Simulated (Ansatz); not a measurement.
# Ga3Sb (I4/mmm) in Ansatz: further runs

One crystal, Ga3Sb, is run at these levels: PBEsol; tasks: single point.

All numbers are computed with Ansatz 0.2.0; they aren't measurements. Logs are shortened: lines on timing, memory, paths and dates and some standing lists are left out, and cuts for length are marked.

**1. The crystal as given**

Symmetry: I4/mmm, No. 139, tetragonal system. Conventional cell: a = 4.318 Å, b = 4.318 Å, c = 9.521 Å, α = 90.00°, β = 90.00°, γ = 90.00°. Sb (site symmetry 4/mmm) is surrounded by 12 Ga at 3.05 to 3.21 Å. Around Ga (site symmetry 4/mmm) lie 4 Sb at 3.05 Å and 8 Ga at 3.21 Å. Ga (site symmetry -4m2) has 8 Ga at 3.05 to 3.21 Å and 4 Sb at 3.21 Å as nearest neighbours.

The cell comes from a database or a generator and needn't be the stable form of this composition.

**2. Single point, PBEsol, 20.85 Å³/atom (volume scaled by 0.94)**

input.yaml reads:

```yaml
crystal:
  lattice:
    - [-2.1147295119, 2.1147295119, 4.6633039972]
    - [2.1147295119, -2.1147295119, 4.6633039972]
    - [2.1147295119, 2.1147295119, -4.6633039972]
  atoms:
    - { symbol: Sb, position: [0.0, 0.0, 0.0] }
    - { symbol: Ga, position: [0.5, 0.5, 0.0] }
    - { symbol: Ga, position: [0.25, 0.75, 0.5] }
    - { symbol: Ga, position: [0.75, 0.25, 0.5] }
kpoints:
  mp_grid: { grid: [9, 9, 9] }
scf:
  occupations: { method: fermi_dirac, width: 0.05 }
hamiltonian:
  xc: pbesol
  pseudopotentials: { kind: all_electron, lapw: { basis_error: 0.001 } }
output:
  forces: true
  stress: true
  eigenvalues: true
```

Potentials or basis: all-electron LAPW, scalar-relativistic.

Command:

```sh
ansatz run input.yaml --threads 2 --pin off --max-ram 8192MiB --backend cpu --events-out ev --progress --plain --runs-dir out
```

Standard output:

```text
Warning: RAYON_NUM_THREADS=2 ignored (pool sized by the plan → 2); use --threads N
LAPW: plane waves up to 7.321 Å⁻¹, error target 1.0e-3 eV per atom; small_component_spin mean_spin; Ga in spheres of 1.469 Å, 21 of its electrons in bands, Dirac shells []; Sb in spheres of 1.521 Å, 23 of its electrons in bands, Dirac shells [] (how accurate: hamiltonian.pseudopotentials.lapw.basis_error, Limitations)
Engine: ansatz 0.2.0, x86_64-unknown-linux-gnu
Pseudopotentials: kind: all_electron
Pseudopotential: Sb, LAPW, valence charge 23, lapw/all_electron/scalar/gaussian/Sb, Koelling and Harmon's equation, gaussian nucleus
Pseudopotential: Ga, LAPW, valence charge 21, lapw/all_electron/scalar/gaussian/Ga, Koelling and Harmon's equation, gaussian nucleus
Functional definition: PBEsol
  exchange = pbesol_x
  correlation = pbesol_c
Crystal: 4 atoms, lattice volume = 83.419 Å³
Basis set: ecut = 204.21599196110415 eV, 551 PW (Γ), FFT grids on a1+a3, a2+a3, a3, exchange–correlation at level 2
Bands: 52, of which v1, the nominal top of the filled ones, is band 43 counted from 1 (42 counted from 0)
Symmetry: 16 space group operations
Space group: I4/mmm (ITA 139), of the structure as read, at distance tolerance 4.4e-5 Å
k-points: 75 of 729
Non-local potential: Sb, projectors of the file, none
Non-local potential: Ga, projectors of the file, none
Initial density: superposition of atomic densities (chi_scale 0.1, normalization cell, long waves kept (reshape's long-wave potential 0.00 eV rms))
Initial wavefunctions: plane waves of lowest kinetic energy (no species holds an atomic orbital)
Functional: x = pbesol(κ = 0.804, μ = 0.12345679012345678), c = pbesol(β = 0.046)
iter 1 solved again at ethr=3.64e-5 eV; its pass at ethr=1.00e-1 eV (dr2=3.13e-2 eV) is discarded
SCF iter   1: F=—  HF=-334871.738172 eV  |F-HF|=—  |Δ(HF+E_count)|=         —  Δρ=7.18e-3  dr2=3.15e-2  ethr=3.64e-5  ⟨swp⟩=3.0  Hψ=26218  notcnv=0
preconditioner: auto → Kerker (q_TF=auto, 2.742 Å⁻¹)  [metal: Δε(μ)=0.058 eV  Ē_g=18.896 eV  σ=0.050 eV  W_gap=0.28  n_scr=32 (ndim 8)  ℏωp=29.9 eV  f_vac=0.000  D(μ)=1.79/eV (n_scr^D=10)]
SCF iter   2: F=—  HF=-334871.656700 eV  |F-HF|=—  |Δ(HF+E_count)|=   8.15e-2  Δρ=4.13e-3  dr2=1.36e-2  ethr=3.64e-5  ⟨swp⟩=2.0  Hψ=11913  notcnv=0
SCF iter   3: F=—  HF=-334871.643142 eV  |F-HF|=—  |Δ(HF+E_count)|=   1.36e-2  Δρ=2.83e-3  dr2=6.47e-3  ethr=1.58e-5  ⟨swp⟩=2.0  Hψ=11846  notcnv=0
SCF iter   4: F=—  HF=-334871.639895 eV  |F-HF|=—  |Δ(HF+E_count)|=   3.25e-3  Δρ=1.41e-3  dr2=2.19e-3  ethr=7.52e-6  ⟨swp⟩=2.0  Hψ=11854  notcnv=0
SCF iter   5: F=—  HF=-334871.639971 eV  |F-HF|=—  |Δ(HF+E_count)|=   7.61e-5  Δρ=6.01e-4  dr2=4.16e-4  ethr=2.54e-6  ⟨swp⟩=2.0  Hψ=11849  notcnv=0
iter 6 solved again at ethr=2.55e-8 eV; its pass at ethr=4.83e-7 eV (dr2=2.19e-5 eV) is discarded
SCF iter   6: F=—  HF=-334871.639973 eV  |F-HF|=—  |Δ(HF+E_count)|=   2.26e-6  Δρ=1.35e-4  dr2=2.19e-5  ethr=2.55e-8  ⟨swp⟩=2.0  Hψ=19826  notcnv=0
SCF iter   7: F=—  HF=-334871.639973 eV  |F-HF|=—  |Δ(HF+E_count)|=   9.98e-8  Δρ=5.08e-5  dr2=3.75e-6  ethr=2.55e-8  ⟨swp⟩=2.0  Hψ=11849  notcnv=0
SCF iter   8: F=—  HF=-334871.639971 eV  |F-HF|=—  |Δ(HF+E_count)|=   2.53e-6  Δρ=3.63e-5  dr2=1.62e-6  ethr=4.36e-9  ⟨swp⟩=2.0  Hψ=11849  notcnv=0
SCF iter   9: F=—  HF=-334871.639970 eV  |F-HF|=—  |Δ(HF+E_count)|=   5.06e-7  Δρ=1.25e-5  dr2=2.21e-7  ethr=1.89e-9  ⟨swp⟩=2.0  Hψ=11849  notcnv=0
SCF iter  10: F=-334871.639970 eV  HF=-334871.639970 eV  |F-HF|=5.24e-9  |Δ(HF+E_count)|=   4.73e-8  Δρ=2.89e-6  dr2=1.16e-8  ethr=2.57e-10  ⟨swp⟩=2.0  Hψ=11849  notcnv=0
SCF 1 converged in 10 iterations: F = -334871.639970 eV  dr2 = 1.16e-8
SCF converged after 10 iterations
Free energy (F): -334871.639970 eV
Harris-Foulkes:  -334871.639970 eV  (|F-HF|=5.24e-9)
Internal energy: -334871.624660 eV  (E = F + TS)
E sigma→0 (E₀):  -334871.632315 eV
Entropy (-TS):   -0.015311 eV (-3.828 meV/atom)
Fermi energy:    12.541125 eV
--- Per-component energies (eV) ---
  E_band       = -3145.472712
  E_kinetic    = 347457.068111
  E_xc         = -10622.266845
  E_electrostatic = -671706.425926  (all electrons and nuclei)
  E_smearing   = -0.015311  (= −TS)
  E_closure    = 0.000000  (closes the sum)
  E_atoms      = -334857.382827  (free atoms, spherical and without spin; not in F)
  Σ components = -334871.639970   (vs F -334871.639970, Δ=0.00e0)
  Basis errors (estimates in eV, not in F): energy 2.4e-4 per atom: plane waves 2.3e-4 (1.2e-4 summed), levels above the bands 1.1e-60, relativity 7.6e-9, radial functions 8.3e-6, core shells 8.7e-10; eigenvalues (radial functions only) 5.0e-6; not estimated: angular momenta, meshes, grids; target (lapw.basis_error) 1.0e-3; muffin-tin radii Ga 1.469 Å, Sb 1.521 Å
--- Forces (eV/Å), atoms counted from 1 ---
  atom   1  Sb    -0.00000000    -0.00000000     0.00000000
  atom   2  Ga    -0.00000000    -0.00000000     0.00000000
  atom   3  Ga     0.00000000     0.00000000     0.00000000
  atom   4  Ga     0.00000000     0.00000000     0.00000000
  max |Σ_I F_I| component: 2.17e-19 eV/Å
--- Stress (GPa, compression-positive) ---
       -1.222610       0.000000       0.000000
        0.000000      -1.222610       0.000000
        0.000000       0.000000       0.175913
  P = ⅓ Tr σ = -0.7564 GPa (-7.564 kbar)
--- Band table (eV; the first three rows and the last of 75) ---
  k-point 0: bands = ["-131.5445", "-130.7627", "-130.7183", "-130.7182", "-84.5783", "-84.5681", "-84.5681", "-81.6677", "-81.6640", "-81.6640", "-81.6264", "-81.6261", "-81.6192", "-81.6192", "-81.6175", "-81.6175", "-16.4886", "-16.4831", "-16.4831", "-16.4813", "-16.4806", "-2.3354", "-2.2944", "-2.2647", "-2.2371", "-2.2371", "-2.2235", "-2.2165", "-2.2165", "-2.2100", "-2.1818", "-2.1101", "-2.0945", "-2.0945", "-2.0710", "-1.9946", "0.6185", "7.2353", "8.4751", "9.7209", "10.6899", "10.6899", "10.8780", "12.2326", "12.2326", "13.5265", "13.7239", "17.2147", "17.2147", "20.5625", "20.8922", "22.7483"]
  k-point 1: bands = ["-131.5445", "-130.7627", "-130.7183", "-130.7182", "-84.5783", "-84.5681", "-84.5681", "-81.6677", "-81.6640", "-81.6640", "-81.6264", "-81.6262", "-81.6192", "-81.6190", "-81.6177", "-81.6175", "-16.4882", "-16.4833", "-16.4832", "-16.4816", "-16.4795", "-2.3218", "-2.2845", "-2.2576", "-2.2375", "-2.2341", "-2.2304", "-2.2278", "-2.2011", "-2.1981", "-2.1756", "-2.1174", "-2.1089", "-2.0954", "-2.0796", "-2.0138", "0.8133", "7.0873", "8.6761", "8.8981", "9.7825", "9.9663", "11.1346", "12.2303", "13.7586", "14.7623", "14.9691", "15.1053", "17.4537", "20.8637", "21.0583", "21.5392"]
  k-point 2: bands = ["-131.5445", "-130.7627", "-130.7183", "-130.7182", "-84.5783", "-84.5681", "-84.5681", "-81.6677", "-81.6640", "-81.6640", "-81.6263", "-81.6262", "-81.6192", "-81.6184", "-81.6182", "-81.6175", "-16.4871", "-16.4838", "-16.4836", "-16.4825", "-16.4768", "-2.3069", "-2.2616", "-2.2507", "-2.2480", "-2.2390", "-2.2262", "-2.2028", "-2.1885", "-2.1633", "-2.1632", "-2.1459", "-2.1433", "-2.1056", "-2.1013", "-2.0442", "1.3928", "6.4893", "8.6219", "8.8078", "8.8761", "9.0675", "10.1854", "12.0460", "14.9010", "16.1859", "16.7035", "17.0179", "18.1831", "18.2175", "19.1098", "21.4147"]
  k-point 74: bands = ["-131.5445", "-130.7627", "-130.7183", "-130.7182", "-84.5783", "-84.5681", "-84.5681", "-81.6677", "-81.6640", "-81.6640", "-81.6264", "-81.6262", "-81.6191", "-81.6191", "-81.6176", "-81.6176", "-16.4882", "-16.4832", "-16.4829", "-16.4814", "-16.4802", "-2.3193", "-2.3191", "-2.3043", "-2.3024", "-2.2581", "-2.2325", "-2.2234", "-2.1687", "-2.1307", "-2.1280", "-2.1098", "-2.1039", "-2.0822", "-2.0753", "-2.0058", "1.7083", "3.5972", "7.6875", "9.5800", "9.6652", "11.5169", "14.5606", "14.7675", "15.4130", "16.1951", "16.7078", "17.0668", "17.8466", "18.2127", "18.7646", "19.1231"]
```

It took 36 s on 2 threads of Intel Xeon Platinum 8259CL at 2.50GHz (Skylake/Cascade Lake), shared host; peak memory 0.7 GiB.

What came out:

```
Free energy            : -334871.6400 eV
Pressure               : -0.8 GPa
Band gap on the k mesh : none (metal or under the smearing width)
```

**3. Single point, PBEsol, 21.30 Å³/atom (volume scaled by 0.96)**

Edit input.yaml of step 2 so:

```diff
@@ -2,5 +2,5 @@
   lattice:
-    - [-2.1147295119, 2.1147295119, 4.6633039972]
-    - [2.1147295119, -2.1147295119, 4.6633039972]
-    - [2.1147295119, 2.1147295119, -4.6633039972]
+    - [-2.1296224639, 2.1296224639, 4.6961452482]
+    - [2.1296224639, -2.1296224639, 4.6961452482]
+    - [2.1296224639, 2.1296224639, -4.6961452482]
   atoms:
```

Potentials or basis: all-electron LAPW, scalar-relativistic.

Command:

```sh
ansatz run input.yaml --threads 2 --pin off --max-ram 8192MiB --backend cpu --events-out ev --progress --plain --runs-dir out
```

Run time: 37 s. Hardware: 2 threads of Intel Xeon Platinum 8259CL at 2.50GHz (Skylake/Cascade Lake), shared host; peak memory 0.7 GiB.

It converged, with:

```
Free energy            : -334871.6256 eV
Pressure               : -1.8 GPa
Band gap on the k mesh : none (metal or under the smearing width)
```

**4. Single point, PBEsol, 21.74 Å³/atom (volume scaled by 0.98)**

Edit input.yaml of step 3 so:

```diff
@@ -2,5 +2,5 @@
   lattice:
-    - [-2.1296224639, 2.1296224639, 4.6961452482]
-    - [2.1296224639, -2.1296224639, 4.6961452482]
-    - [2.1296224639, 2.1296224639, -4.6961452482]
+    - [-2.1443099795, 2.1443099795, 4.7285334803]
+    - [2.1443099795, -2.1443099795, 4.7285334803]
+    - [2.1443099795, 2.1443099795, -4.7285334803]
   atoms:
```

Command:

```sh
ansatz run input.yaml --threads 2 --pin off --max-ram 8192MiB --backend cpu --events-out ev --progress --plain --runs-dir out
```

Wall time 40 s (2 threads of Intel Xeon Platinum 8259CL at 2.50GHz (Skylake/Cascade Lake), shared host); peak memory 0.69 GiB.

Results (log left out):

| Quantity | Value |
| --- | --- |
| Free energy | -334871.6003 eV |
| Pressure | -2.7 GPa |
| Band gap on the k mesh | none (metal or under the smearing width) |

**5. Single point, PBEsol, 22.19 Å³/atom**

Edit input.yaml of step 4 so:

```diff
@@ -2,5 +2,5 @@
   lattice:
-    - [-2.1443099795, 2.1443099795, 4.7285334803]
-    - [2.1443099795, -2.1443099795, 4.7285334803]
-    - [2.1443099795, 2.1443099795, -4.7285334803]
+    - [-2.158799, 2.158799, 4.760484]
+    - [2.158799, -2.158799, 4.760484]
+    - [2.158799, 2.158799, -4.760484]
   atoms:
```

Command:

```sh
ansatz run input.yaml --threads 2 --pin off --max-ram 8192MiB --backend cpu --events-out ev --progress --plain --runs-dir out
```

It took 40 s on 2 threads of Intel Xeon Platinum 8259CL at 2.50GHz (Skylake/Cascade Lake), shared host; peak memory 0.69 GiB.

Results (log left out):

```
Free energy            : -334871.5654 eV
Pressure               : -3.5 GPa
Band gap on the k mesh : none (metal or under the smearing width)
```

**6. Single point, PBEsol, 22.63 Å³/atom (volume scaled by 1.02)**

Edit input.yaml of step 5 so:

```diff
@@ -2,5 +2,5 @@
   lattice:
-    - [-2.158799, 2.158799, 4.760484]
-    - [2.158799, -2.158799, 4.760484]
-    - [2.158799, 2.158799, -4.760484]
+    - [-2.1730960988, 2.1730960988, 4.7920113029]
+    - [2.1730960988, -2.1730960988, 4.7920113029]
+    - [2.1730960988, 2.1730960988, -4.7920113029]
   atoms:
```

Potentials or basis: all-electron LAPW, scalar-relativistic.

Command:

```sh
ansatz run input.yaml --threads 2 --pin off --max-ram 8192MiB --backend cpu --events-out ev --progress --plain --runs-dir out
```

It took 38 s on 2 threads of Intel Xeon Platinum 8259CL at 2.50GHz (Skylake/Cascade Lake), shared host; peak memory 0.71 GiB.

Results (log left out):

| Property | Result |
| --- | --- |
| Free energy | -334871.5221 eV |
| Pressure | -4.2 GPa |
| Band gap on the k mesh | none (metal or under the smearing width) |

**7. Single point, PBEsol, 23.07 Å³/atom (volume scaled by 1.04)**

Edit input.yaml of step 6 so:

```diff
@@ -2,5 +2,5 @@
   lattice:
-    - [-2.1730960988, 2.1730960988, 4.7920113029]
-    - [2.1730960988, -2.1730960988, 4.7920113029]
-    - [2.1730960988, 2.1730960988, -4.7920113029]
+    - [-2.1872075078, 2.1872075078, 4.8231291313]
+    - [2.1872075078, -2.1872075078, 4.8231291313]
+    - [2.1872075078, 2.1872075078, -4.8231291313]
   atoms:
```

Command:

```sh
ansatz run input.yaml --threads 2 --pin off --max-ram 8192MiB --backend cpu --events-out ev --progress --plain --runs-dir out
```

Wall time 39 s (2 threads of Intel Xeon Platinum 8259CL at 2.50GHz (Skylake/Cascade Lake), shared host); peak memory 0.69 GiB.

It converged, with:

```
Free energy            : -334871.4715 eV
Pressure               : -4.9 GPa
Band gap on the k mesh : none (metal or under the smearing width)
```

**8. Single point, PBEsol, 23.52 Å³/atom (volume scaled by 1.06)**

Edit input.yaml of step 7 so:

```diff
@@ -2,5 +2,5 @@
   lattice:
-    - [-2.1872075078, 2.1872075078, 4.8231291313]
-    - [2.1872075078, -2.1872075078, 4.8231291313]
-    - [2.1872075078, 2.1872075078, -4.8231291313]
+    - [-2.2011391414, 2.2011391414, 4.8538505273]
+    - [2.2011391414, -2.2011391414, 4.8538505273]
+    - [2.2011391414, 2.2011391414, -4.8538505273]
   atoms:
```

Command:

```sh
ansatz run input.yaml --threads 2 --pin off --max-ram 8192MiB --backend cpu --events-out ev --progress --plain --runs-dir out
```

It took 35 s on 2 threads of Intel Xeon Platinum 8259CL at 2.50GHz (Skylake/Cascade Lake), shared host; peak memory 0.69 GiB.

The run converged. Its results:

```yaml
Free_energy: -334871.4144 eV
Pressure: -5.4 GPa
Band_gap_on_the_k_mesh: none (metal or under the smearing width)
```

**9. For comparison**

An earlier run on the cell as given: functional PBEsol; potentials or basis all-electron LAPW, scalar-relativistic; cutoff 193 eV (chosen from the basis error); basis error allowed 0.001 eV/atom; k mesh 9 × 9 × 9; occupations fermi-dirac, width 0.05 eV; no spin polarisation.

- Pressure: -3.5 GPa
- Band gap on the k mesh: none (metal or under the smearing width)
- Loewdin charges: Sb +0.44; Ga -0.15, -0.10 e
